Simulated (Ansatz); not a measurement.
# Ga: the cost of one run

Computed with Ansatz 0.2.0 (DFT PBEsol, scalar-relativistic, plane waves, PAW, unless a step's input says otherwise).

## 1. The starting structure

It takes space group Cmcm (No. 63, orthorhombic). Conventional cell: a = 2.900 Å, b = 8.130 Å, c = 3.170 Å, α = 90.00°, β = 90.00°, γ = 90.00°. Ga (site symmetry m2m) has 8 Ga at 2.68 to 2.90 Å in its first shell of neighbours.

Structure file:

```
CELL_PARAMETERS angstrom
1.45000 -4.06500 0.00000
1.45000 4.06500 0.00000
0.00000 0.00000 3.17000
ATOMIC_POSITIONS crystal
Ga 0.86700 0.13300 0.25000
Ga 0.13300 0.86700 0.75000
```

No relaxation comes first: the listed cell is the starting point.

## 2. The reference cell

The reference gives a free energy of -7486.3568 eV, pressure -1.91 GPa, largest force 0.200 eV/Å and gap on the mesh none (metal). It was computed beforehand with the settings of the runs below.

## 3. The scan: biaxial against axial strain

The cell is strained by p along both x and y and by q along z, with fractional coordinates fixed.

## 4. p = -0.050, q = -0.050

Contents of input.yaml:

```yaml
crystal:
  lattice:
    - [1.3775, -3.86175, 0.0]
    - [1.3775, 3.86175, 0.0]
    - [0.0, 0.0, 3.0115]
  atoms:
    - { symbol: Ga, position: [0.867, 0.133, 0.25] }
    - { symbol: Ga, position: [0.133, 0.867, 0.75] }
basis:
  ecutwfc: 420
kpoints:
  mp_grid: { grid: [18, 18, 16] }
hamiltonian:
  xc: pbesol
scf:
  occupations: { method: gaussian, width: 0.15 }
output:
  forces: true
  stress: true
  eigenvalues: true
```

Run with:

```bash
> ansatz run input.yaml --threads 1 --pin off --max-ram 2560MiB --backend cpu --events-out ev --progress --plain --runs-dir out
```

Q: Estimate wall time and peak memory on 1 thread of Arm Neoverse V1, shared host.

About 27 s, with a peak of 0.62 GiB.
